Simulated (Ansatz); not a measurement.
# ScZn: the cost of one run

Computed with Ansatz 0.2.0 (DFT PBEsol, scalar-relativistic, plane waves, PAW, unless a step's input says otherwise).

### Step 1. The starting structure

Symmetry: Pm-3m, No. 221, cubic system. Conventional cell: a = 3.350 Å, b = 3.350 Å, c = 3.350 Å, α = 90.00°, β = 90.00°, γ = 90.00°. Around Sc (site symmetry m-3m) lie 8 Zn at 2.90 Å. Around Zn (site symmetry m-3m) lie 8 Sc at 2.90 Å.

As a file:

```cif
data_structure
_symmetry_space_group_name_H-M 'Pm-3m'
_symmetry_Int_Tables_number 221
_cell_length_a 3.3500
_cell_length_b 3.3500
_cell_length_c 3.3500
_cell_angle_alpha 90.000
_cell_angle_beta 90.000
_cell_angle_gamma 90.000
_cell_volume 37.60
loop_
_atom_site_label
_atom_site_type_symbol
_atom_site_symmetry_multiplicity
_atom_site_Wyckoff_symbol
_atom_site_fract_x
_atom_site_fract_y
_atom_site_fract_z
_atom_site_occupancy
Sc1 Sc 1 a 0.00000 0.00000 0.00000 1
Zn1 Zn 1 b 0.50000 0.50000 0.50000 1
```

No relaxation comes first: the listed cell is the starting point.

### Step 2. Zero of the scan

input.yaml reads:

```yaml
crystal:
  lattice:
    - [3.35, 0.0, 0.0]
    - [0.0, 3.35, 0.0]
    - [0.0, 0.0, 3.35]
  atoms:
    - { symbol: Sc, position: [0.0, 0.0, 0.0] }
    - { symbol: Zn, position: [0.5, 0.5, 0.5] }
basis:
  ecutwfc: 420
kpoints:
  mp_grid: { grid: [16, 16, 16] }
hamiltonian:
  xc: pbesol
scf:
  occupations: { method: gaussian, width: 0.15 }
output:
  forces: true
  stress: true
  eigenvalues: true
```

Command:

```console
> ansatz run input.yaml --threads 1 --pin off --max-ram 2560MiB --backend cpu --events-out ev --progress --plain --runs-dir out
```

Q: Estimate wall time and peak memory on 1 thread of Arm Neoverse V1, shared host.

About 5.8 s, with a peak of 0.37 GiB.
